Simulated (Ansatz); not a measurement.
# LuPO4: the cost of one run

Method: DFT, PBE, plane-wave PAW, default files, scalar-relativistic, as far as a step names no other, in Ansatz 0.2.0.

The COD cell was measured well above room temperature, so it is larger than a cold one.

## (1) The structure to begin with

It takes space group I4_1/amd (No. 141, tetragonal). The conventional cell has a = 6.813 Å, b = 6.813 Å, c = 5.981 Å, α = 90.00°, β = 90.00°, γ = 90.00°. Around Lu (site symmetry -4m2) lie 8 O at 2.27 to 2.38 Å. P (site symmetry -4m2) has 4 O at 1.53 Å as nearest neighbours. O (site symmetry m) is surrounded by 1 P at 1.53 Å.

Coordinates:

```cif
data_structure
_symmetry_space_group_name_H-M 'P 1'
_symmetry_Int_Tables_number 1
_cell_length_a 5.6705
_cell_length_b 5.6705
_cell_length_c 5.6705
_cell_angle_alpha 106.151
_cell_angle_beta 106.151
_cell_angle_gamma 116.338
_cell_volume 138.83
loop_
_atom_site_label
_atom_site_type_symbol
_atom_site_fract_x
_atom_site_fract_y
_atom_site_fract_z
_atom_site_occupancy
Lu1 Lu 0.75000 0.25000 0.50000 1
Lu2 Lu 0.00000 0.00000 0.00000 1
P1 P 0.50000 0.50000 0.00000 1
P2 P 0.25000 0.75000 0.50000 1
O1 O 0.51970 0.34250 0.17720 1
O2 O 0.09250 0.41530 0.32280 1
O3 O 0.16530 0.34250 0.82280 1
O4 O 0.09250 0.76970 0.67720 1
O5 O 0.23030 0.90750 0.32280 1
O6 O 0.65750 0.48030 0.82280 1
O7 O 0.58470 0.90750 0.67720 1
O8 O 0.65750 0.83470 0.17720 1
```

## (2) Gradients at the starting positions

input.yaml

```yaml
crystal:
  lattice:
    - [-3.4066, 3.4066, 2.9907]
    - [3.4066, -3.4066, 2.9907]
    - [3.4066, 3.4066, -2.9907]
  atoms:
    - { symbol: Lu, position: [0.75, 0.25, 0.5] }
    - { symbol: Lu, position: [0.0, 0.0, 0.0] }
    - { symbol: P, position: [0.5, 0.5, 0.0] }
    - { symbol: P, position: [0.25, 0.75, 0.5] }
    - { symbol: O, position: [0.5197, 0.3425, 0.1772] }
    - { symbol: O, position: [0.0925, 0.4153, 0.3228] }
    - { symbol: O, position: [0.1653, 0.3425, 0.8228] }
    - { symbol: O, position: [0.0925, 0.7697, 0.6772] }
    - { symbol: O, position: [0.2303, 0.9075, 0.3228] }
    - { symbol: O, position: [0.6575, 0.4803, 0.8228] }
    - { symbol: O, position: [0.5847, 0.9075, 0.6772] }
    - { symbol: O, position: [0.6575, 0.8347, 0.1772] }
kpoints:
  mp_grid: { grid: [5, 5, 5] }
scf:
  occupations: { method: fermi_dirac, width: 0.02 }
hamiltonian:
  xc: pbe
  pseudopotentials: { kind: paw }
output:
  forces: true
  stress: true
  populations: true
  efg:
    quadrupole_moments_barn: { Lu: 3.49, O: -0.02558 }
    contact_densities: true
```

The run is started by

```bash
ansatz run input.yaml --threads 1 --pin off --max-ram 2560MiB --backend cpu --events-out ev --progress --plain --runs-dir out
```

Q: Estimate wall time and peak memory on 1 thread of Arm Neoverse V1, shared host.

About 20 s, with a peak of 0.54 GiB.
